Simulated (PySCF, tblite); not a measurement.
**C₄H₆NSi radical: geometry, infrared bands and EPR parameters**

Wanted: the infrared bands and EPR parameters of C₄H₆NSi radical (`[H]/N=[C]/C[SiH2]C#C`), by calculation.

Computed with tblite 0.8.0 and PySCF 2.14.0, with density-fitted response routines of our own, on a single molecule in the gas phase. Atoms are numbered from 0 throughout.

**1. The starting structure**

12 atoms, charge 0, multiplicity 2; geometry from: force field or distance geometry start.

Bonds of the start (Å): C0–C1 1.23, C1–Si2 1.82, Si2–C3 1.88, C3–C4 1.48, C4–N5 1.29, C0–H6 1.06, Si2–H7 1.45, Si2–H8 1.49, C3–H9 1.11, C3–H10 1.10, N5–H11 1.02.

**2. Relaxing the molecule with GFN2-xTB**

What the job is given:

```
{"job": {"kind": "relax", "xc": "GFN2-xTB", "basis": "xTB"}, "charge": 0, "multiplicity": 2}
C      2.865300     0.015600    -0.792900
C      1.863700    -0.140300    -0.097400
Si     0.409300    -0.419700     0.954100
C     -1.064700    -0.730400    -0.172300
C     -2.059100     0.367400    -0.075600
N     -1.786700     1.563300    -0.475200
H      3.706000     0.161300    -1.422300
H      0.672100    -1.498000     1.890100
H      0.092900     0.854600     1.654800
H     -1.510300    -1.709100     0.087700
H     -0.660800    -0.725100    -1.197300
H     -2.526700     2.259700    -0.379600
```

Launch:

```bash
> OMP_NUM_THREADS=1 python probes_run.py task.json out
```

One launch serves the whole session: the jobs run in the order shown.

Log:

```text
step      E/eV     max force
  0    -437.35464    3.447
  1    -437.26259    8.148
  2    -437.52393    1.986
  3    -437.51575    2.495
  4    -437.56268    0.324
  5    -437.56989    0.292
  6    -437.58484    0.590
  7    -437.59304    0.434
  8    -437.59694    0.160
  9    -437.60060    0.274
 10    -437.60537    0.442
 11    -437.61009    0.419
 12    -437.61413    0.238
 13    -437.61726    0.153
 14    -437.62017    0.221
 15    -437.62342    0.185
 16    -437.62623    0.174
 17    -437.62879    0.188
 18    -437.63238    0.269
 19    -437.63646    0.307
 20    -437.64023    0.277
 21    -437.64289    0.173
 22    -437.64478    0.217
 23    -437.64537    0.402
 24    -437.64836    0.220
 25    -437.65033    0.177
 26    -437.65251    0.151
 27    -437.65342    0.135
 28    -437.65403    0.121
 29    -437.65450    0.069
 30    -437.65495    0.062
 31    -437.65724    0.127
 32    -437.65803    0.120
 33    -437.65911    0.095
 34    -437.65978    0.077
 35    -437.66054    0.131
 36    -437.66103    0.090
 37    -437.66153    0.074
 38    -437.66196    0.101
 39    -437.66259    0.124
 40    -437.66330    0.129
 41    -437.66405    0.099
 42    -437.66456    0.069
 43    -437.66498    0.064
 44    -437.66547    0.072
 45    -437.66595    0.070
 46    -437.66602    0.163
 47    -437.66639    0.030
 48    -437.66648    0.033
 49    -437.66663    0.046
 50    -437.66676    0.040
 51    -437.66693    0.027
 52    -437.66703    0.021
 53    -437.66709    0.018
 54    -437.66714    0.026
 55    -437.66718    0.026
 56    -437.66722    0.025
 57    -437.66726    0.024
 58    -437.66731    0.024
 59    -437.66735    0.019
 60    -437.66739    0.018
 61    -437.66742    0.017
 62    -437.66746    0.017
 63    -437.66751    0.017
 64    -437.66754    0.015
 65    -437.66755    0.013
 66    -437.66756    0.013
 67    -437.66758    0.014
 68    -437.66761    0.013
 69    -437.66763    0.009
```

It took 1 s on 1 thread of Intel Xeon at 2.50GHz, shared host.

Along the way: (not every step is listed) (the energy doesn't fall at every step)

| step | energy from step 0 (eV) | largest force (eV/Å) |
| --- | --- | --- |
| 0 | 0.0000 | 3.4467 |
| 1 | 0.0921 | 8.1485 |
| 2 | -0.1693 | 1.9860 |
| 3 | -0.1611 | 2.4947 |
| 4 | -0.2080 | 0.3239 |
| 5 | -0.2152 | 0.2916 |
| 6 | -0.2302 | 0.5897 |
| 7 | -0.2384 | 0.4338 |
| 8 | -0.2423 | 0.1598 |
| 13 | -0.2626 | 0.1526 |
| 18 | -0.2777 | 0.2693 |
| 23 | -0.2907 | 0.4020 |
| 28 | -0.2994 | 0.1212 |
| 33 | -0.3045 | 0.0952 |
| 38 | -0.3073 | 0.1006 |
| 43 | -0.3103 | 0.0636 |
| 48 | -0.3118 | 0.0326 |
| 53 | -0.3124 | 0.0185 |
| 58 | -0.3127 | 0.0237 |
| 63 | -0.3129 | 0.0173 |
| 64 | -0.3129 | 0.0149 |
| 65 | -0.3129 | 0.0126 |
| 66 | -0.3129 | 0.0132 |
| 67 | -0.3129 | 0.0140 |
| 68 | -0.3130 | 0.0127 |
| 69 | -0.3130 | 0.0087 |

Close pairs (by a distance rule), those that changed most:

| bond | before (Å) | after (Å) | change (Å) |
| --- | --- | --- | --- |
| Si2–C3 | 1.881 | 1.946 | +0.066 |
| C4–N5 | 1.290 | 1.239 | -0.051 |
| C3–C4 | 1.484 | 1.449 | -0.035 |
| C1–Si2 | 1.816 | 1.847 | +0.031 |
| Si2–H8 | 1.488 | 1.460 | -0.028 |
| C0–C1 | 1.229 | 1.203 | -0.026 |
| Si2–H7 | 1.452 | 1.470 | +0.018 |
| C3–H9 | 1.106 | 1.093 | -0.014 |

The next job starts from the end point, and lists it.

**3. Vibrational analysis with GFN2-xTB**

What the job is given:

```
{"job": {"kind": "ir", "xc": "GFN2-xTB", "basis": "xTB"}, "charge": 0, "multiplicity": 2}
C      2.883199     0.039835    -0.809656
C      1.927465    -0.101811    -0.092474
Si     0.433911    -0.338510     0.967900
C     -1.050860    -0.723181    -0.230545
C     -1.916361     0.403412    -0.515529
N     -1.873484     1.567015    -0.093078
H      3.723595     0.169237    -1.429858
H      0.646671    -1.509889     1.829373
H      0.137692     0.876068     1.722134
H     -1.670514    -1.516237     0.194642
H     -0.671228    -1.108556    -1.179375
H     -2.568888     2.241932    -0.389560
```

Log:

```text
mode    cm-1     km/mol
  1     -19.2      0.15
  2      80.6      0.73
  3     115.8      0.17
  4     149.3      2.60
  5     209.4      1.98
  6     277.0     10.90
  7     419.8     59.59
  8     501.2     24.92
  9     549.6     11.09
 10     590.5     41.50
 11     640.4     12.60
 12     665.9     31.43
 13     674.0     36.20
 14     682.7     38.14
 15     705.1    206.84
 16     745.3    195.31
 17     800.7    105.30
 18     972.0     95.90
 19    1096.6     16.20
 20    1111.0     92.61
 21    1205.2     13.06
 22    1425.0      9.39
 23    1853.1    338.32
 24    2195.1     31.17
 25    2202.2    321.19
 26    2289.6    222.53
 27    2953.5     25.93
 28    2971.5     15.95
 29    3338.6     15.35
 30    3351.9      0.77
```

It took 0.88 s on 1 thread of Intel Xeon at 2.50GHz, shared host.

Which atoms move in the most intense modes:

| cm⁻¹ | km/mol | atoms |
| --- | --- | --- |
| 705 | 206.8 | Si2 26 %, H7 20 %, H8 16 %, H11 13 % |
| 745 | 195.3 | H8 38 %, H7 37 %, H11 11 % |
| 801 | 105.3 | H11 22 %, C3 17 %, H9 13 %, H10 13 % |
| 972 | 95.9 | C3 39 %, H11 26 %, N5 12 %, C4 11 % |
| 1111 | 92.6 | H11 43 %, H9 21 %, C4 15 %, N5 14 % |
| 1853 | 338.3 | C4 60 %, N5 37 % |
| 2202 | 321.2 | H7 95 % |
| 2290 | 222.5 | H8 97 % |

**4. g tensor and hyperfine couplings: B3LYP/pcH-1**

Same as in step 3 but for these lines:

```diff
@@ -1,2 +1,2 @@
-{"job": {"kind": "ir", "xc": "GFN2-xTB", "basis": "xTB"}, "charge": 0, "multiplicity": 2}
+{"job": {"kind": "epr", "basis": "pcH-1"}, "charge": 0, "multiplicity": 2}
 C      2.883199     0.039835    -0.809656
```

Level: UKS B3LYP, pcH-1 on C H N Si, non-relativistic, mean-field spin-orbit, GIAO.

Log:

```text
UKS, coarse grid
  cycle   1  E = -500.11022526  |g| = 3.73e-01
  cycle   2  E = -500.05991407  |g| = 4.99e-01
  cycle   3  E = -500.16482607  |g| = 1.57e-01
  cycle   4  E = -500.17540580  |g| = 3.33e-02
  cycle   5  E = -500.17598239  |g| = 7.55e-03
  cycle   6  E = -500.17600387  |g| = 6.26e-03
  cycle   7  E = -500.17602202  |g| = 2.27e-03
  cycle   8  E = -500.17602500  |g| = 9.78e-04
UKS, final grid
  cycle   1  E = -500.17596098  |g| = 1.66e-03
  cycle   2  E = -500.17595557  |g| = 3.77e-03
  cycle   3  E = -500.17596258  |g| = 3.86e-04
  cycle   4  E = -500.17596268  |g| = 1.40e-04
  cycle   5  E = -500.17596273  |g| = 1.60e-04
  cycle   6  E = -500.17596275  |g| = 3.16e-05
  cycle   7  E = -500.17596275  |g| = 8.66e-06
E = -500.17596275 Eh   <S^2> = 0.7532 (exact 0.7500)
g shifts (ppm)      1          2          3
  rmc          -178       -178       -178
  gc             22         11        -58
  oz_so       -3140        -57       1796
  total       -3295       -223       1560
hyperfine (MHz)  atom isotope    a_iso     a_fc   dipolar eigenvalues
    0   13C       2.03       2.04     -1.48     -1.27      2.75
    1   13C       0.09       0.09     -1.13     -0.13      1.26
    2  29Si     -56.30     -56.46    -21.58     10.47     11.11
    3   13C      77.17      77.18     -8.21     -7.27     15.49
    4   13C     237.15     237.39    -61.06    -54.26    115.32
    5   14N       3.70       3.77    -15.53    -11.44     26.97
    6    1H      -1.42      -1.42     -1.03     -0.33      1.36
    7    1H       3.46       3.46     -2.13     -0.46      2.59
    8    1H      -2.89      -2.89     -3.30     -0.80      4.10
    9    1H       8.66       8.66     -7.32     -5.07     12.39
   10    1H      11.91      11.92     -7.35     -5.15     12.50
   11    1H     127.93     127.95    -15.49     -8.76     24.25
```

Run time: 95 s. Hardware: 1 thread of Intel Xeon at 2.50GHz, shared host; peak memory 0.75 GiB.

Principal g values 1.99902, 2.00210, 2.00388; g(iso) = 2.00167, against 2.00232 for a free electron.

Mean a(iso) over the nuclei that a row names, and the largest dipolar term of the row (other rows stand at the frozen geometry):

| nuclei | isotope | a(iso) (MHz) | a(iso) (G, at g = 2.0023) | largest dipolar term (MHz) |
| --- | --- | --- | --- | --- |
| C4 | 13C | 237.1 | 84.6 | 115.3 |
| H11 | 1H | 127.9 | 45.6 | 24.3 |
| C3 | 13C | 77.2 | 27.5 | 15.5 |
| Si2 | 29Si | -56.3 | -20.1 | -21.6 |
| H9, H10 | 1H | 10.3 | 3.7 | 12.5 |
| N5 | 14N | 3.7 | 1.3 | 27.0 |
| C0 | 13C | 2.0 | 0.7 | 2.7 |
| H6 | 1H | -1.4 | -0.5 | 1.4 |
| H7, H8 | 1H | 0.3 | 0.1 | 4.1 |
| C1 | 13C | 0.1 | 0.0 | 1.3 |

Mulliken spin populations:

| atom | value (e) |
| --- | --- |
| C0 | 0.02 |
| C1 | -0.01 |
| Si2 | 0.11 |
| C3 | -0.01 |
| C4 | 0.72 |
| N5 | 0.14 |
| H6 | 0.00 |
| H7 | 0.00 |
| H8 | 0.00 |
| H9 | 0.00 |
| H10 | 0.00 |
| H11 | 0.03 |

In first order the couplings over 0.8 MHz of 1H, 14N give 36 distinct lines over 56.1 G, if the averaged nuclei exchange fast.

The fields below are evaluated on a grid from the run's orbitals.

ELF in a plane through or near 4 of the atoms.

Ten even steps from '0' (0.00) to '9' (1.00):
```
0000000000000000000000000000
0000000000000000000000000000
0000000000145300000000000000
0000000001799950000000000000
0000000005999981000000000000
0000000003999971000000000000
0000000000599841000000000000
0000000111242212100000000000
0000013455637804100000000000
0000035666881123002431000000
0000135785684120046641000000
0000135787662000686751000000
0000134677640002884785100000
0000023455420003887999500000
0000000122200001444899500000
0000000000000000111476000000
0000000000000000000000000000
0000000000000000000000000000
0000000000000000000000000000
0000000000000000000000000000
```
The map spans 12.7 Å across and 9.6 Å up, centred on the molecule. Atoms in the plane (x, y in Å): Si2 (-0.4, 0.8), N5 (2.1, -1.1), H7 (-0.8, 2.2), H11 (2.9, -1.8).

log10 of the density (e/Å³) in the same plane.

Ten even steps from '0' (-4.0) to '9' (2.3):
```
0000000000000000000000000000
0000000000011100000000000000
0000000001222221000000000000
0000000012333332100000000000
0000000123445443211000000000
0000000123456543221100000000
0000011233456654332110000000
0000122334456655433210000000
0000223445558965433321000000
0001234556666655444432100000
0002334566665554455543210000
0002345566554444567654210000
0002344555443334567664310000
0002234444432233566664310000
0001223333321123445554210000
0000112222210012333443200000
0000000000000000111221000000
0000000000000000000000000000
0000000000000000000000000000
0000000000000000000000000000
```
The map spans 12.7 Å across and 9.6 Å up, centred on the molecule. Atoms in the plane (x, y in Å): Si2 (-0.4, 0.8), N5 (2.1, -1.1), H7 (-0.8, 2.2), H11 (2.9, -1.8).

On the surface of density 0.002 e/bohr³ the electrostatic potential runs, from the 1st to the 99th percentile, from -1.23 V near N5 to 1.60 V near H11.

The spin density lies nearest to C4 59 %; N5 19 %.

**5. Results**

| quantity | value |
| --- | --- |
| strongest single infrared mode (GFN2-xTB) | 1853 cm⁻¹, 338 km/mol |
| zero-point energy (GFN2-xTB) | 49.7 kcal/mol |
| g(iso) (B3LYP) | 2.00167 |
| ⟨S²⟩ | 0.753 (exact 0.75) |
| largest a(iso) (averaged by class) | 13C on C4, 237.1 MHz |
| surface potential, 1st and 99th percentile | -1.23 V and 1.60 V |

What this shows: Relaxing lowered the energy by 0.313 eV in 69 steps; the close pair that moved most is Si2–C3, from 1.881 to 1.946 Å. The lowest mode is slightly imaginary (19i cm⁻¹), a soft motion within the noise of the Hessian, so the minimum is not strictly shown. The strongest single mode, at 1853 cm⁻¹, moves mainly C4 and N5. Unscaled tight-binding wavenumbers are off by several per cent, some by more. Its intensities can rank the bands wrongly. C4 carries the largest spin population, 0.72 e. The isotropic g lies 0.7 ppt below the free-electron value.
